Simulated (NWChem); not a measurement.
**One shape, several levels: GeCNClF (SMILES N#[C][Ge]([F])[Cl])**

Aim: a comparison of 4 runs (UHF/STO-3G, UHF/3-21G, UB3LYP/6-31G*) of GeCNClF. 

Program for the calculation: NWChem 7.3.0.

## 1. The molecule

GeCNClF has 5 atoms, charge 0, and is taken as a doublet. As SMILES, `N#[C][Ge]([F])[Cl]`. The shape is that of a PBE0-D4/def2-TZVP optimisation.

Bond lengths: N1–C2 1.153 Å, C2–Ge3 1.929 Å, Ge3–F4 1.725 Å, Ge3–Cl5 2.128 Å. Angles: N1–C2–Ge3 173.2°, C2–Ge3–F4 104.9°, C2–Ge3–Cl5 108.6°, F4–Ge3–Cl5 108.1°.

## 2. Energy and forces at UHF/STO-3G (run 1)

The input, cclfgen.nw:

```
START cclfgen
memory 2200 mb
GEOMETRY units atomic noautosym nocenter noautoz
 N      2.21060162    -2.51881595     2.94230358
 C      1.22397561    -1.42674322     1.33660329
 Ge    -0.11943069     0.24037316    -1.61269227
 F     -3.25429736    -0.64817606    -1.72607584
 Cl     0.03307021     4.21427823    -1.01856238
END
BASIS spherical bse
 * library STO-3G
END
SCF
 doublet
 uhf
 thresh 1e-08
 maxiter 80
 noprint "final vectors analysis"
END
TASK scf gradient
```

On the command line:

```sh
$ nwchem cclfgen.nw > cclfgen.out
```

What it wrote:

```text
[...]
  functions       =    42
[...]
  wavefunction    = UHF
[...]
         Total SCF energy =  -2695.549726131741
      One electron energy =  -4588.460316277022
      Two electron energy =   1483.518779345311
 Nuclear repulsion energy =    409.391810799970
                       Sz =      0.5000
                 Sz(Sz+1) =      0.7500
                      S^2 =      0.8331
[...]
                         UHF ENERGY GRADIENTS
    atom               coordinates                        gradient
                 x          y          z           x          y          z
   1 N       2.210602  -2.518816   2.942304   -0.014767   0.017892  -0.027419
   2 C       1.223976  -1.426743   1.336603    0.025466  -0.035654   0.056133
   3 Ge     -0.119431   0.240373  -1.612692    0.016238   0.032869  -0.026800
   4 F      -3.254297  -0.648176  -1.726076   -0.027440  -0.010091  -0.000008
   5 Cl      0.033070   4.214278  -1.018562    0.000501  -0.005016  -0.001906
[...]
```

Wall time 18 s (1 thread of Intel Xeon 6975P-C (Granite Rapids), shared host); peak memory 0.095 GiB.

## 3. Energy and forces at UHF/3-21G (run 2)

The input, work.nw:

```
start work
title "CClFGeN gradient"
memory 2200 mb

geometry units bohr noautosym nocenter noautoz
  N      2.21060162    -2.51881595     2.94230358
  C      1.22397561    -1.42674322     1.33660329
  Ge    -0.11943069     0.24037316    -1.61269227
  F     -3.25429736    -0.64817606    -1.72607584
  Cl     0.03307021     4.21427823    -1.01856238
end

basis spherical bse
  N library 3-21G
  C library 3-21G
  Ge library 3-21G
  F library 3-21G
  Cl library 3-21G
end

scf
  doublet
  uhf
  thresh 1e-08
  maxiter 80
end

task scf gradient
```

On the command line:

```sh
$ nwchem work.nw > work.out
```

What it wrote:

```text
[...]
  functions       =    62
[...]
  wavefunction    = UHF
[...]
         Total SCF energy =  -2713.409470557036
      One electron energy =  -4592.536838286951
      Two electron energy =   1469.735556929945
 Nuclear repulsion energy =    409.391810799970
                       Sz =      0.5000
                 Sz(Sz+1) =      0.7500
                      S^2 =      0.7613
[...]
                         UHF ENERGY GRADIENTS
    atom               coordinates                        gradient
                 x          y          z           x          y          z
   1 N       2.210602  -2.518816   2.942304    0.013587  -0.013941   0.016744
   2 C       1.223976  -1.426743   1.336603   -0.014474   0.011106  -0.009423
   3 Ge     -0.119431   0.240373  -1.612692    0.030020   0.040964  -0.004790
   4 F      -3.254297  -0.648176  -1.726076   -0.026099  -0.006433   0.001707
   5 Cl      0.033070   4.214278  -1.018562   -0.003034  -0.031697  -0.004237
[...]
```

Run time: 23 s. Hardware: 1 thread of Intel Xeon 6975P-C (Granite Rapids), shared host; peak memory 0.094 GiB.

## 4. Energy and gradient at UB3LYP/6-31G(d) (spherical functions) (run 3)

The input, a.nw:

```
echo
start a
title "CClFGeN B3LYP"
memory stack 880 mb heap 220 mb global 1100 mb
charge 0
geometry units angstroms noautosym nocenter noautoz
N        1.169800      -1.332900       1.557000
C        0.647700      -0.755000       0.707300
Ge      -0.063200       0.127200      -0.853400
F       -1.722100      -0.343000      -0.913400
Cl       0.017500       2.230100      -0.539000
end
basis "ao basis" spherical bse
* library 6-31G*
end
dft
xc b3lyp
mult 2
grid fine
convergence energy 1e-08
maxiter 100
mulliken
print low
end
task dft gradient
```

On the command line:

```sh
$ nwchem a.nw > a.out
```

What it wrote:

```text
[...]
 d= 0,ls=0.0,diis     1  -2729.5094700039 -3.14D+03  1.26D-02  2.85D-01     2.9
[...]
 d= 0,ls=0.0,diis    13  -2729.6663503382 -3.17D-09  3.77D-07  4.78D-10    26.3
[...]
         Total DFT energy =    -2729.666350338210
      One electron energy =    -4607.949018300192
           Coulomb energy =     1599.028882494299
    Exchange-Corr. energy =     -130.138054798517
 Nuclear repulsion energy =      409.391840266200
[...]
      Total Density - Mulliken Population Analysis
     ---------------------------------------------
    Atom       Charge   Shell Charges
 -----------   ------   -------------------------------------------------------
    1 N    7     7.19   2.00  0.86  2.24  0.90  1.15  0.04
    2 C    6     5.85   2.00  0.72  1.96  0.56  0.58  0.03
    3 Ge  32    31.54   2.00  2.00  6.00  2.00  5.99  1.36  1.68  0.09  0.15  6.87  2.94  0.45
    4 F    9     9.35   2.00  0.94  3.29  1.03  2.09  0.01
    5 Cl  17    17.08   2.00  2.00  5.97  1.43  3.60  0.51  1.56  0.01
[...]
      <S2> =      0.7520 (Exact =     0.7500)
                         DFT ENERGY GRADIENTS
    atom               coordinates                        gradient
                 x          y          z           x          y          z
   1 N       2.210601  -2.518816   2.942303   -0.013036   0.014514  -0.021672
   2 C       1.223976  -1.426743   1.336603    0.011253  -0.012564   0.018090
   3 Ge     -0.119431   0.240373  -1.612692   -0.007141   0.009411   0.005480
   4 F      -3.254297  -0.648176  -1.726076    0.009755   0.003034   0.000398
   5 Cl      0.033070   4.214278  -1.018562   -0.000831  -0.014396  -0.002296
 Task  times  cpu:       40.4s     wall:       40.4s
 Total times  cpu:       40.5s     wall:       40.5s
```

Run time: 41 s. Hardware: 1 thread of Intel Xeon 6975P-C (Granite Rapids), shared host; peak memory 0.12 GiB.

## 5. Energy and forces at UB3LYP/6-31G(d) (Cartesian functions) (run 4)

The input, nw.nw:

```
start nw
memory total 2200 mb
charge 0

geometry noautosym nocenter noautoz
 N     1.169800   -1.332900    1.557000
 C     0.647700   -0.755000    0.707300
 Ge   -0.063200    0.127200   -0.853400
 F    -1.722100   -0.343000   -0.913400
 Cl    0.017500    2.230100   -0.539000
end

basis
 * library 6-31G*
end

dft
 xc b3lyp
 mult 2
 grid fine
 convergence energy 1e-08
 iterations 100
 mulliken
end

task dft gradient
```

On the command line:

```sh
$ nwchem nw.nw > nw.out
```

What it wrote:

```text
[...]
          Wavefunction type:  spin polarized.
          No. of atoms     :     5
          No. of electrons :    71
[...]
          Charge           :     0
          Spin multiplicity:     2
[...]
          AO basis - number of functions:    99
[...]
              XC Information
              --------------
                         B3LYP Method XC Potential
                     Hartree-Fock (Exact) Exchange  0.200
                        Slater Exchange Functional  0.800 local
                    Becke 1988 Exchange Functional  0.720 non-local
              Lee-Yang-Parr Correlation Functional  0.810
                  VWN I RPA Correlation Functional  0.190 local
[...]
 d= 0,ls=0.0,diis     1  -2729.5178891353 -3.14D+03  1.23D-02  5.17D-01     3.5
[...]
 d= 0,ls=0.0,diis    13  -2729.6791673264 -9.24D-09  4.30D-07  5.56D-10    28.4
[...]
         Total DFT energy =    -2729.679167326447
      One electron energy =    -4607.909480995339
           Coulomb energy =     1598.920155288141
    Exchange-Corr. energy =     -130.081681885450
 Nuclear repulsion energy =      409.391840266200
[...]
      Total Density - Mulliken Population Analysis
     ---------------------------------------------
    Atom       Charge   Shell Charges
 -----------   ------   -------------------------------------------------------
    1 N    7     7.29   1.99  0.86  2.24  1.08  1.15 -0.02
    2 C    6     5.77   1.99  0.74  1.96  0.54  0.54 -0.00
    3 Ge  32    31.50   2.00  1.99  6.00  1.93  5.99  1.36  1.70  0.12  0.16  6.94  2.97  0.35
    4 F    9     9.35   1.99  0.96  3.29  0.95  2.09  0.07
    5 Cl  17    17.09   2.00  1.99  5.97  1.48  3.60  0.52  1.57 -0.03
[...]
      <S2> =      0.7520 (Exact =     0.7500)
[...]
  wavefunction    = open shell
                         DFT ENERGY GRADIENTS
    atom               coordinates                        gradient
                 x          y          z           x          y          z
   1 N       2.210601  -2.518816   2.942303   -0.013007   0.014473  -0.021614
   2 C       1.223976  -1.426743   1.336603    0.011003  -0.012571   0.018033
   3 Ge     -0.119431   0.240373  -1.612692   -0.004952   0.009838   0.005273
   4 F      -3.254297  -0.648176  -1.726076    0.007849   0.002440   0.000556
   5 Cl      0.033070   4.214278  -1.018562   -0.000893  -0.014180  -0.002248
[...]
```

Wall time 44 s (1 thread of Intel Xeon 6975P-C (Granite Rapids), shared host); peak memory 0.12 GiB.

## 6. Overview of the runs

```
run                                level  iteration cap  module   energy (Eh)  dipole moment (D)   ⟨S²⟩  largest force (eV/Å)  wall time
  1                           UHF/STO-3G             80     scf  -2695.549726               3.25  0.833                 3.662       18 s
  2                            UHF/3-21G             80     scf  -2713.409471               3.15  0.761                 2.623       23 s
  3  UB3LYP/6-31G* (spherical functions)            100     dft  -2729.666350                  –  0.752                 1.499       41 s
  4  UB3LYP/6-31G* (Cartesian functions)            100     dft  -2729.679167               2.47  0.752                 1.496       44 s
```

## 7. Summary of results

```
                                 quantity           value
                      run 4: total energy  -2729.67917 Eh
                     run 4: dipole moment          2.47 D
run 4: HOMO energy (highest over α and β)        -7.80 eV
 run 4: LUMO energy (lowest over α and β)        -5.15 eV
                              run 4: ⟨S²⟩           0.752
          run 4: largest force on an atom      1.496 eV/Å
```

What this shows: Over runs 1, 2, 4 the dipole moment (its size) runs from 2.47 D (UB3LYP/6-31G*) to 3.25 D (UHF/STO-3G). The two ends differ in method and basis. In run 1 the basis is minimal, so the values are rough. All runs together took 2.1 min, the longest 44 s.
